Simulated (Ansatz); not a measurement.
# CuI: the cost of one run

Computed with Ansatz 0.2.0 (reference: DFT, r2SCAN, plane waves, PAW, unless a step's input says otherwise).

2 further runs of the same task are left out: 2 that didn't finish.

**1. The system as given**

Symmetry: F-43m, No. 216, cubic system. The conventional cell has a = 6.024 Å, b = 6.024 Å, c = 6.024 Å, α = 90.00°, β = 90.00°, γ = 90.00°. Around Cu (site symmetry -43m) lie 4 I at 2.61 Å. I (site symmetry -43m) has 4 Cu at 2.61 Å as nearest neighbours.

Structure file:

```cif
data_structure
_symmetry_space_group_name_H-M 'F-43m'
_symmetry_Int_Tables_number 216
_cell_length_a 6.0241
_cell_length_b 6.0241
_cell_length_c 6.0241
_cell_angle_alpha 90.000
_cell_angle_beta 90.000
_cell_angle_gamma 90.000
_cell_volume 218.61
loop_
_atom_site_label
_atom_site_type_symbol
_atom_site_symmetry_multiplicity
_atom_site_Wyckoff_symbol
_atom_site_fract_x
_atom_site_fract_y
_atom_site_fract_z
_atom_site_occupancy
Cu1 Cu 4 a 0.00000 0.00000 0.00000 1
I1 I 4 d 0.25000 0.25000 0.75000 1
```

**2. Baseline**

Input file input.yaml:

```yaml
crystal:
  lattice:
    - [0.0, 3.0120291112, 3.0120291112]
    - [3.0120291112, 0.0, 3.0120291112]
    - [3.0120291112, 3.0120291112, 0.0]
  atoms:
    - { symbol: Cu, position: [0.0, 0.0, 0.0] }
    - { symbol: I, position: [0.25, 0.25, 0.25] }
kpoints:
  mp_grid: { grid: [6, 6, 6] }
hamiltonian:
  xc: r2scan
scf:
  occupations: { method: fixed }
  n_extra_bands: 4
output:
  forces: true
  stress: true
  eigenvalues: true
```

On the command line:

```sh
$ ansatz run input.yaml --threads 4 --pin off --max-ram 3686MiB --backend cpu --events-out ev --progress --plain --runs-dir out
```

What time and memory should one allow on 4 threads of Arm Neoverse N1, shared host?

About 3.4 s, with a peak of 0.54 GiB.
